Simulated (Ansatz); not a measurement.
# Cl3GaH2: reaction (exchange4)

How high is the barrier for the reaction (exchange4)? Relax the two ends, then run a nudged elastic band between them. Meant to form: Ga1–Cl6, H5–H2; to break: Ga1–H2, H5–Cl6. The start is a guess near the saddle point, from which both ends are pulled out.

All numbers below are computed with Ansatz 0.2.0 (RKS PBE-D4/def2-SVP).

### 1 The system as given

Bond lengths: Ga1–Cl3 2.066 Å, Ga1–Cl4 2.066 Å, Ga1–Cl6 2.614 Å. Angles: Cl3–Ga1–Cl4 131.9°, Cl3–Ga1–Cl6 110.3°, Cl4–Ga1–Cl6 111.3°.

Structure file:

```xyz
6

Ga   -0.5454    0.3805   -0.2604
H     1.4408    0.0176   -0.3147
Cl   -1.4220   -0.4581   -1.9332
Cl   -0.8370    2.1930    0.6870
H     1.2418   -0.6473    0.3775
Cl    0.1218   -1.4858    1.4438
```

### 2 A restrained relaxation towards end A

Springs on the bonds that form and break draw the guess towards this end; the thresholds are loose.

Contents of input.yaml:

```yaml
crystal:
  periodic: [false, false, false]
  atoms:
    - { symbol: Ga, position_ang: [-0.5454, 0.3805, -0.2604] }
    - { symbol: H, position_ang: [1.4408, 0.0176, -0.3147] }
    - { symbol: Cl, position_ang: [-1.422, -0.4581, -1.9332] }
    - { symbol: Cl, position_ang: [-0.837, 2.193, 0.687] }
    - { symbol: H, position_ang: [1.2418, -0.6473, 0.3775] }
    - { symbol: Cl, position_ang: [0.1218, -1.4858, 1.4438] }
basis:
  gaussian: { orbitals: def2-SVP }
hamiltonian:
  xc: pbe
  dispersion: d4
relax:
  f_tol: 0.15
  max_steps: 25
  restrain:
    - { distance: [0, 5], at: 3.54, k: 30.0 }
    - { distance: [4, 1], at: 1.92, k: 30.0 }
    - { distance: [0, 1], at: 1.53, k: 30.0 }
    - { distance: [4, 5], at: 1.33, k: 30.0 }
```

Launch:

```console
$ ansatz run input.yaml --threads 2 --pin off --max-ram 3072MiB --backend cpu --events-out ev --progress --plain --runs-dir out
```

Output:

```text
Warning: RAYON_NUM_THREADS=2 ignored (pool sized by the plan → 2); use --threads N
The last accepted step is kept in <dir> (removed where the run ends without a failure and the disk answers)
Engine: ansatz 0.2.0, aarch64-unknown-linux-gnu
Functional definition: PBE
  parameter kappa = 0.804
  parameter beta = 0.06672455060314922
  exchange = pbe_x(kappa = kappa, mu = beta*pi^2/3)
  correlation = pbe_c(beta = beta)
1056 factors; their error is unknown
mean field evaluation 1: about -89936.9167 eV, gradient 3.5e1 eV
mean field evaluation 2: about -89930.9916 eV, gradient 6.5e1 eV
mean field evaluation 4: about -89938.9132 eV, gradient 2.7e0 eV
mean field evaluation 8: about -89938.8742 eV, gradient 8.5e-2 eV
mean field evaluation 16: about -89938.8742 eV, gradient 3.5e-5 eV
mean field -89938.87424448 eV, -3305.1926657263 hartree, gradient 3.5e-5 eV, S^2 0.000000; 0 other end points of the search recorded, 0 dependent functions left out
the calculation of the forces begins
reference -89938.87427986 eV, -3305.1926670264 hartree; 42, 42 occupied and 54, 54 virtual orbitals, 1056 factors
relax step   1: F+E_penalty+E_count = -89939.08197757 eV  Δ(F+E_penalty+E_count) = +0.000e0 eV  max|allowed force component| = 1.975e0 eV/Å  E_restraint = 32.47316545 eV  max|allowed force component, restraints' pulls added| = 2.694e1 eV/Å  Δτ_max = 0.0000 Å  (26 SCF iters, accepted)
  distance Ga 0 - Cl 5 = 2.6139 Å
  distance H 4 - H 1 = 0.9802 Å
  distance Ga 0 - H 1 = 2.0198 Å
  distance H 4 - Cl 5 = 1.7591 Å
these checks for a lower state are left out or cut short: starts, cluster_reference, orbital_swaps, neighbouring_geometries, increment
1056 factors; their error is unknown
mean field -89938.61569330 eV, -3305.1831641454 hartree, gradient 1.3e-5 eV, S^2 0.000000; 0 other end points of the search recorded, 0 dependent functions left out
the calculation of the forces begins
reference -89938.61572857 eV, -3305.1831654418 hartree; 42, 42 occupied and 54, 54 virtual orbitals, 1056 factors
relax step   2: F+E_penalty+E_count = -89938.80550631 eV  Δ(F+E_penalty+E_count) = +2.765e-1 eV  max|allowed force component| = 2.776e0 eV/Å  E_restraint = 15.70893906 eV  max|allowed force component, restraints' pulls added| = 1.880e1 eV/Å  Δτ_max = 0.1949 Å  (34 SCF iters, accepted)
  distance Ga 0 - Cl 5 = 2.8594 Å
  distance H 4 - H 1 = 1.3035 Å
  distance Ga 0 - H 1 = 1.8855 Å
  distance H 4 - Cl 5 = 1.6086 Å
these checks for a lower state are left out or cut short: starts, cluster_reference, orbital_swaps, neighbouring_geometries, increment
1056 factors; their error is unknown
mean field evaluation 32: about -89939.0220 eV, gradient 1.5e-5 eV
mean field -89939.02200596 eV, -3305.1980958605 hartree, gradient 1.5e-5 eV, S^2 0.000000; 0 other end points of the search recorded, 0 dependent functions left out
the calculation of the forces begins
reference -89939.02204116 eV, -3305.1980971539 hartree; 42, 42 occupied and 54, 54 virtual orbitals, 1056 factors
relax step   3: F+E_penalty+E_count = -89939.20036936 eV  Δ(F+E_penalty+E_count) = -3.949e-1 eV  max|allowed force component| = 2.655e0 eV/Å  E_restraint = 5.17522169 eV  max|allowed force component, restraints' pulls added| = 1.010e1 eV/Å  Δτ_max = 0.1949 Å  (32 SCF iters, accepted)
  distance Ga 0 - Cl 5 = 3.0951 Å
  distance H 4 - H 1 = 1.6162 Å
  distance Ga 0 - H 1 = 1.7266 Å
  distance H 4 - Cl 5 = 1.4569 Å
these checks for a lower state are left out or cut short: starts, cluster_reference, orbital_swaps, neighbouring_geometries, increment
1056 factors; their error is unknown
mean field -89939.36433204 eV, -3305.2106761119 hartree, gradient 3.0e-5 eV, S^2 0.000000; 0 other end points of the search recorded, 0 dependent functions left out
the calculation of the forces begins
reference -89939.36436790 eV, -3305.2106774296 hartree; 42, 42 occupied and 54, 54 virtual orbitals, 1056 factors
relax step   4: F+E_penalty+E_count = -89939.53484704 eV  Δ(F+E_penalty+E_count) = -3.345e-1 eV  max|allowed force component| = 7.719e-1 eV/Å  E_restraint = 0.50761034 eV  max|allowed force component, restraints' pulls added| = 3.223e0 eV/Å  Δτ_max = 0.1909 Å  (28 SCF iters, accepted)
  distance Ga 0 - Cl 5 = 3.3667 Å
  distance H 4 - H 1 = 1.8722 Å
  distance Ga 0 - H 1 = 1.5662 Å
  distance H 4 - Cl 5 = 1.3447 Å
these checks for a lower state are left out or cut short: starts, cluster_reference, orbital_swaps, neighbouring_geometries, increment
1056 factors; their error is unknown
mean field -89939.42927238 eV, -3305.2130626252 hartree, gradient 1.0e-5 eV, S^2 0.000000; 0 other end points of the search recorded, 0 dependent functions left out
the calculation of the forces begins
reference -89939.42930843 eV, -3305.2130639501 hartree; 42, 42 occupied and 54, 54 virtual orbitals, 1056 factors
relax step   5: F+E_penalty+E_count = -89939.59255551 eV  Δ(F+E_penalty+E_count) = -5.771e-2 eV  max|allowed force component| = 4.041e-1 eV/Å  E_restraint = 0.02474398 eV  max|allowed force component, restraints' pulls added| = 9.797e-1 eV/Å  Δτ_max = 0.1993 Å  (27 SCF iters, accepted)
  distance Ga 0 - Cl 5 = 3.5295 Å
  distance H 4 - H 1 = 1.9420 Å
  distance Ga 0 - H 1 = 1.5607 Å
  distance H 4 - Cl 5 = 1.3194 Å
these checks for a lower state are left out or cut short: starts, cluster_reference, orbital_swaps, neighbouring_geometries, increment
1056 factors; their error is unknown
mean field -89939.45672276 eV, -3305.2140714080 hartree, gradient 1.8e-5 eV, S^2 0.000000; 0 other end points of the search recorded, 0 dependent functions left out
the calculation of the forces begins
reference -89939.45675956 eV, -3305.2140727605 hartree; 42, 42 occupied and 54, 54 virtual orbitals, 1056 factors
relax step   6: F+E_penalty+E_count = -89939.61774282 eV  Δ(F+E_penalty+E_count) = -2.519e-2 eV  max|allowed force component| = 6.427e-1 eV/Å  E_restraint = 0.00299571 eV  max|allowed force component, restraints' pulls added| = 4.472e-1 eV/Å  Δτ_max = 0.1999 Å  (29 SCF iters, accepted)
  distance Ga 0 - Cl 5 = 3.5333 Å
  distance H 4 - H 1 = 1.9236 Å
  distance Ga 0 - H 1 = 1.5384 Å
  distance H 4 - Cl 5 = 1.3216 Å
these checks for a lower state are left out or cut short: starts, cluster_reference, orbital_swaps, neighbouring_geometries, increment
1056 factors; their error is unknown
mean field -89939.48347266 eV, -3305.2150544489 hartree, gradient 1.7e-5 eV, S^2 0.000000; 0 other end points of the search recorded, 0 dependent functions left out
the calculation of the forces begins
reference -89939.48350915 eV, -3305.2150557896 hartree; 42, 42 occupied and 54, 54 virtual orbitals, 1056 factors
relax step   7: F+E_penalty+E_count = -89939.64515321 eV  Δ(F+E_penalty+E_count) = -2.741e-2 eV  max|allowed force component| = 3.633e-1 eV/Å  E_restraint = 0.00528736 eV  max|allowed force component, restraints' pulls added| = 3.905e-2 eV/Å  Δτ_max = 0.1628 Å  (29 SCF iters, accepted)
  distance Ga 0 - Cl 5 = 3.5346 Å
  distance H 4 - H 1 = 1.9232 Å
  distance Ga 0 - H 1 = 1.5418 Å
  distance H 4 - Cl 5 = 1.3169 Å
1056 factors; their error is unknown
mean field evaluation 64: about -89939.5379 eV, gradient 4.3e-1 eV
mean field -89939.48347266 eV, -3305.2150544489 hartree, gradient 1.7e-5 eV, S^2 0.000000; 1 other end points of the search recorded, 0 dependent functions left out
the calculation of the forces begins
reference -89939.48350915 eV, -3305.2150557896 hartree; 42, 42 occupied and 54, 54 virtual orbitals, 1056 factors
Total energy: -89939.64518969 eV, -3305.2209974401 hartree
Atom 0 at    -0.280331     0.687659    -0.621148 Å, force    -0.326331    -0.032522     0.080762 eV/Å
Atom 1 at     1.181082     0.220734    -0.467809 Å, force     0.363330    -0.022625    -0.054571 eV/Å
Atom 2 at    -1.614341    -0.250351    -2.020784 Å, force     0.003228     0.022023     0.005473 eV/Å
Atom 3 at    -1.047979     2.339160     0.518481 Å, force    -0.009797     0.002770    -0.010854 eV/Å
Atom 4 at     1.254405    -1.141930     0.887350 Å, force    -0.188354    -0.274589     0.291991 eV/Å
Atom 5 at     0.507163    -1.855371     1.703910 Å, force     0.157924     0.304943    -0.312800 eV/Å
Dipole moment:     0.418268     0.006689    -0.087738 e Å
```

It took 14 s on 2 threads of Arm Neoverse V1, shared host; peak memory 0.14 GiB.

Relaxation path:

```
step  energy from step 1 (eV)  largest force component (eV/Å)
   1                   0.0000                          1.9748
   2                   0.2765                          2.7757
   3                  -0.1184                          2.6546
   4                  -0.4529                          0.7719
   5                  -0.5106                          0.4041
   6                  -0.5358                          0.6427
   7                  -0.5632                          0.3633
```

Step 1 is the start. Energies and forces in the table leave out the springs, which the log lists apart; the run stops on the force with the springs' pull added.

After: Bond lengths: Ga1–H2 1.542 Å, Ga1–Cl3 2.149 Å, Ga1–Cl4 2.148 Å, H5–Cl6 1.317 Å. Angles: H2–Ga1–Cl3 121.4°, H2–Ga1–Cl4 121.2°, Cl3–Ga1–Cl4 117.3°.

Pairs that crossed the distance rule for bonds on the way: came closer Ga1–H2, H5–Cl6; moved apart Ga1–Cl6.

### 3 End point A

It starts where the restrained run ended.

Contents of input.yaml:

```yaml
crystal:
  periodic: [false, false, false]
  atoms:
    - { symbol: Ga, position_ang: [-0.280331, 0.687659, -0.621148] }
    - { symbol: H, position_ang: [1.181082, 0.220734, -0.467809] }
    - { symbol: Cl, position_ang: [-1.614341, -0.250351, -2.020784] }
    - { symbol: Cl, position_ang: [-1.047979, 2.33916, 0.518481] }
    - { symbol: H, position_ang: [1.254405, -1.14193, 0.88735] }
    - { symbol: Cl, position_ang: [0.507163, -1.855371, 1.70391] }
basis:
  gaussian: { orbitals: def2-SVP }
hamiltonian:
  xc: pbe
  dispersion: d4
relax:
  f_tol: 0.03
  max_steps: 50
```

Launch:

```console
$ ansatz run input.yaml --threads 2 --pin off --max-ram 3072MiB --backend cpu --events-out ev --progress --plain --runs-dir out
```

Output (excerpt; [...] marks lines left out):

```text
Warning: RAYON_NUM_THREADS=2 ignored (pool sized by the plan → 2); use --threads N
[...]
[... 1 set-up line as earlier in the session ...]
[...]
1056 factors; their error is unknown
[...]
mean field -89939.48346146 eV, -3305.2150540372 hartree, gradient 1.7e-5 eV, S^2 0.000000; 0 other end points of the search recorded, 0 dependent functions left out
[...]
reference -89939.48349817 eV, -3305.2150553862 hartree; 42, 42 occupied and 54, 54 virtual orbitals, 1056 factors
[...]
Atom 1 at     1.358901     0.583362    -0.880025 Å, force    -0.001767    -0.005095     0.005377 eV/Å
Atom 2 at    -1.595320    -0.439462    -1.824687 Å, force     0.001839    -0.004852    -0.001393 eV/Å
Atom 3 at    -1.041001     2.112485     0.722184 Å, force     0.002336     0.002091     0.005389 eV/Å
Atom 4 at     1.368146    -1.484797     1.190214 Å, force     0.022683    -0.003474    -0.001383 eV/Å
Atom 5 at     0.083585    -1.379203     1.362947 Å, force    -0.020031     0.007966    -0.003684 eV/Å
Dipole moment:     0.663765    -0.419484     0.276119 e Å
```

Run time: 17 s. Hardware: 2 threads of Arm Neoverse V1, shared host; peak memory 0.14 GiB.

The steps of the relaxation:

| step | energy from step 1 (eV) | largest force component (eV/Å) |
| --- | --- | --- |
| 1 | 0.0000 | 0.3633 |
| 2 | -0.0246 | 0.8808 |
| 3 | -0.0887 | 0.6067 |
| 4 | -0.1406 | 0.5294 |
| 5 | -0.1885 | 0.1604 |
| 6 | -0.1908 | 0.8241 |
| 7 | -0.2056 | 0.0790 |
| 8x | -0.2022 | 0.1375 |
| 9 | -0.2080 | 0.0227 |

Step 1 is the start. 1 step was tried and not accepted (marked x).

After: Bond lengths: Ga1–H2 1.564 Å, Ga1–Cl3 2.165 Å, Ga1–Cl4 2.165 Å, H5–Cl6 1.300 Å. Angles: H2–Ga1–Cl3 121.4°, H2–Ga1–Cl4 121.4°, Cl3–Ga1–Cl4 114.8°.

### 4 A restrained relaxation towards end B

Springs on the bonds that form and break draw the guess towards this end; the thresholds are loose.

Contents of input.yaml:

```yaml
crystal:
  periodic: [false, false, false]
  atoms:
    - { symbol: Ga, position_ang: [-0.5454, 0.3805, -0.2604] }
    - { symbol: H, position_ang: [1.4408, 0.0176, -0.3147] }
    - { symbol: Cl, position_ang: [-1.422, -0.4581, -1.9332] }
    - { symbol: Cl, position_ang: [-0.837, 2.193, 0.687] }
    - { symbol: H, position_ang: [1.2418, -0.6473, 0.3775] }
    - { symbol: Cl, position_ang: [0.1218, -1.4858, 1.4438] }
basis:
  gaussian: { orbitals: def2-SVP }
hamiltonian:
  xc: pbe
  dispersion: d4
relax:
  f_tol: 0.15
  max_steps: 25
  restrain:
    - { distance: [0, 5], at: 2.24, k: 30.0 }
    - { distance: [4, 1], at: 0.62, k: 30.0 }
    - { distance: [0, 1], at: 2.83, k: 30.0 }
    - { distance: [4, 5], at: 2.63, k: 30.0 }
output:
  orbitals: {}
```

Launch:

```console
$ ansatz run input.yaml --threads 2 --pin off --max-ram 3072MiB --backend cpu --events-out ev --progress --plain --runs-dir out
```

Output:

```text
Warning: RAYON_NUM_THREADS=2 ignored (pool sized by the plan → 2); use --threads N
[... 7 set-up lines as earlier in the session ...]
1056 factors; their error is unknown
mean field evaluation 1: about -89936.9167 eV, gradient 3.5e1 eV
mean field evaluation 2: about -89930.9916 eV, gradient 6.5e1 eV
mean field evaluation 4: about -89938.9132 eV, gradient 2.7e0 eV
mean field evaluation 8: about -89938.8742 eV, gradient 8.5e-2 eV
mean field evaluation 16: about -89938.8742 eV, gradient 3.5e-5 eV
mean field -89938.87424448 eV, -3305.1926657263 hartree, gradient 3.5e-5 eV, S^2 0.000000; 0 other end points of the search recorded, 0 dependent functions left out
the calculation of the forces begins
reference -89938.87427986 eV, -3305.1926670264 hartree; 42, 42 occupied and 54, 54 virtual orbitals, 1056 factors
relax step   1: F+E_penalty+E_count = -89939.08197757 eV  Δ(F+E_penalty+E_count) = +0.000e0 eV  max|allowed force component| = 1.975e0 eV/Å  E_restraint = 25.26629637 eV  max|allowed force component, restraints' pulls added| = 2.424e1 eV/Å  Δτ_max = 0.0000 Å  (26 SCF iters, accepted)
  distance Ga 0 - Cl 5 = 2.6139 Å
  distance H 4 - H 1 = 0.9802 Å
  distance Ga 0 - H 1 = 2.0198 Å
  distance H 4 - Cl 5 = 1.7591 Å
these checks for a lower state are left out or cut short: starts, cluster_reference, orbital_swaps, neighbouring_geometries, increment
1056 factors; their error is unknown
mean field -89939.25239492 eV, -3305.2065624985 hartree, gradient 1.0e-5 eV, S^2 0.000000; 0 other end points of the search recorded, 0 dependent functions left out
the calculation of the forces begins
reference -89939.25242996 eV, -3305.2065637860 hartree; 42, 42 occupied and 54, 54 virtual orbitals, 1056 factors
relax step   2: F+E_penalty+E_count = -89939.44046163 eV  Δ(F+E_penalty+E_count) = -3.585e-1 eV  max|allowed force component| = 2.431e0 eV/Å  E_restraint = 11.15260358 eV  max|allowed force component, restraints' pulls added| = 1.490e1 eV/Å  Δτ_max = 0.1949 Å  (34 SCF iters, accepted)
  distance Ga 0 - Cl 5 = 2.5422 Å
  distance H 4 - H 1 = 0.7833 Å
  distance Ga 0 - H 1 = 2.2860 Å
  distance H 4 - Cl 5 = 2.0559 Å
these checks for a lower state are left out or cut short: starts, cluster_reference, orbital_swaps, neighbouring_geometries, increment
1056 factors; their error is unknown
mean field evaluation 32: about -89939.6284 eV, gradient 1.1e-5 eV
mean field -89939.62844022 eV, -3305.2203819084 hartree, gradient 1.1e-5 eV, S^2 0.000000; 0 other end points of the search recorded, 0 dependent functions left out
the calculation of the forces begins
reference -89939.62847506 eV, -3305.2203831886 hartree; 42, 42 occupied and 54, 54 virtual orbitals, 1056 factors
relax step   3: F+E_penalty+E_count = -89939.81487845 eV  Δ(F+E_penalty+E_count) = -3.744e-1 eV  max|allowed force component| = 3.204e0 eV/Å  E_restraint = 2.57053100 eV  max|allowed force component, restraints' pulls added| = 9.134e0 eV/Å  Δτ_max = 0.1948 Å  (33 SCF iters, accepted)
  distance Ga 0 - Cl 5 = 2.3951 Å
  distance H 4 - H 1 = 0.6766 Å
  distance Ga 0 - H 1 = 2.5598 Å
  distance H 4 - Cl 5 = 2.3633 Å
these checks for a lower state are left out or cut short: starts, cluster_reference, orbital_swaps, neighbouring_geometries, increment
1056 factors; their error is unknown
mean field -89939.97000508 eV, -3305.2329341854 hartree, gradient 2.0e-5 eV, S^2 0.000000; 0 other end points of the search recorded, 0 dependent functions left out
the calculation of the forces begins
reference -89939.97004017 eV, -3305.2329354749 hartree; 42, 42 occupied and 54, 54 virtual orbitals, 1056 factors
relax step   4: F+E_penalty+E_count = -89940.15627794 eV  Δ(F+E_penalty+E_count) = -3.414e-1 eV  max|allowed force component| = 3.705e0 eV/Å  E_restraint = 0.05028027 eV  max|allowed force component, restraints' pulls added| = 2.872e0 eV/Å  Δτ_max = 0.1940 Å  (31 SCF iters, accepted)
  distance Ga 0 - Cl 5 = 2.2011 Å
  distance H 4 - H 1 = 0.6613 Å
  distance Ga 0 - H 1 = 2.8241 Å
  distance H 4 - Cl 5 = 2.6402 Å
these checks for a lower state are left out or cut short: starts, cluster_reference, orbital_swaps, neighbouring_geometries, increment
1056 factors; their error is unknown
mean field -89940.01648980 eV, -3305.2346424676 hartree, gradient 2.2e-5 eV, S^2 0.000000; 0 other end points of the search recorded, 0 dependent functions left out
the calculation of the forces begins
reference -89940.01652485 eV, -3305.2346437554 hartree; 42, 42 occupied and 54, 54 virtual orbitals, 1056 factors
relax step   5: F+E_penalty+E_count = -89940.20326644 eV  Δ(F+E_penalty+E_count) = -4.699e-2 eV  max|allowed force component| = 3.159e0 eV/Å  E_restraint = 0.05967762 eV  max|allowed force component, restraints' pulls added| = 2.152e0 eV/Å  Δτ_max = 0.0618 Å  (26 SCF iters, accepted)
  distance Ga 0 - Cl 5 = 2.2027 Å
  distance H 4 - H 1 = 0.6699 Å
  distance Ga 0 - H 1 = 2.8229 Å
  distance H 4 - Cl 5 = 2.6368 Å
these checks for a lower state are left out or cut short: starts, cluster_reference, orbital_swaps, neighbouring_geometries, increment
1056 factors; their error is unknown
mean field -89940.16113166 eV, -3305.2399579578 hartree, gradient 1.0e-5 eV, S^2 0.000000; 0 other end points of the search recorded, 0 dependent functions left out
the calculation of the forces begins
reference -89940.16116671 eV, -3305.2399592458 hartree; 42, 42 occupied and 54, 54 virtual orbitals, 1056 factors
relax step   6: F+E_penalty+E_count = -89940.34749437 eV  Δ(F+E_penalty+E_count) = -1.442e-1 eV  max|allowed force component| = 1.738e0 eV/Å  E_restraint = 0.13729938 eV  max|allowed force component, restraints' pulls added| = 1.342e-1 eV/Å  Δτ_max = 0.0394 Å  (27 SCF iters, accepted)
  distance Ga 0 - Cl 5 = 2.2106 Å
  distance H 4 - H 1 = 0.7107 Å
  distance Ga 0 - H 1 = 2.8281 Å
  distance H 4 - Cl 5 = 2.6374 Å
1056 factors; their error is unknown
mean field evaluation 64: about -89940.2215 eV, gradient 4.0e-2 eV
mean field -89940.16113166 eV, -3305.2399579578 hartree, gradient 1.0e-5 eV, S^2 0.000000; 1 other end points of the search recorded, 0 dependent functions left out
the calculation of the forces begins
reference -89940.16116671 eV, -3305.2399592458 hartree; 42, 42 occupied and 54, 54 virtual orbitals, 1056 factors
Total energy: -89940.34752942 eV, -3305.2468079490 hartree
Atom 0 at    -0.885691     0.137357     0.051982 Å, force     0.331112    -0.648806     0.586118 eV/Å
Atom 1 at     1.903172    -0.013471    -0.392827 Å, force     0.929116     1.551249    -1.737817 eV/Å
Atom 2 at    -1.428719    -0.422298    -1.936197 Å, force    -0.028372     0.001965    -0.013187 eV/Å
Atom 3 at    -0.861692     2.183703     0.663393 Å, force    -0.025475     0.016498     0.001816 eV/Å
Atom 4 at     1.634165    -0.451003     0.098401 Å, force    -0.829328    -1.472582     1.637105 eV/Å
Atom 5 at    -0.361235    -1.434388     1.515247 Å, force    -0.377053     0.551677    -0.474035 eV/Å
Dipole moment:     0.048903     0.046619    -0.058217 e Å
```

It took 12 s on 2 threads of Arm Neoverse V1, shared host; peak memory 0.14 GiB.

Relaxation path:

```
step  energy from step 1 (eV)  largest force component (eV/Å)
   1                   0.0000                          1.9748
   2                  -0.3585                          2.4310
   3                  -0.7329                          3.2036
   4                  -1.0743                          3.7046
   5                  -1.1213                          3.1589
   6                  -1.2655                          1.7378
```

Step 1 is the start. Energies and forces in the table leave out the springs, which the log lists apart; the run stops on the force with the springs' pull added.

After: Bond lengths: Ga1–Cl3 2.136 Å, Ga1–Cl4 2.136 Å, H2–H5 0.711 Å, Ga1–Cl6 2.211 Å. Angles: Cl3–Ga1–Cl4 121.4°, Cl3–Ga1–Cl6 119.4°, Cl4–Ga1–Cl6 119.3°.

Pairs that crossed the distance rule for bonds on the way: came closer H2–H5.

[end of part 1 of 3]
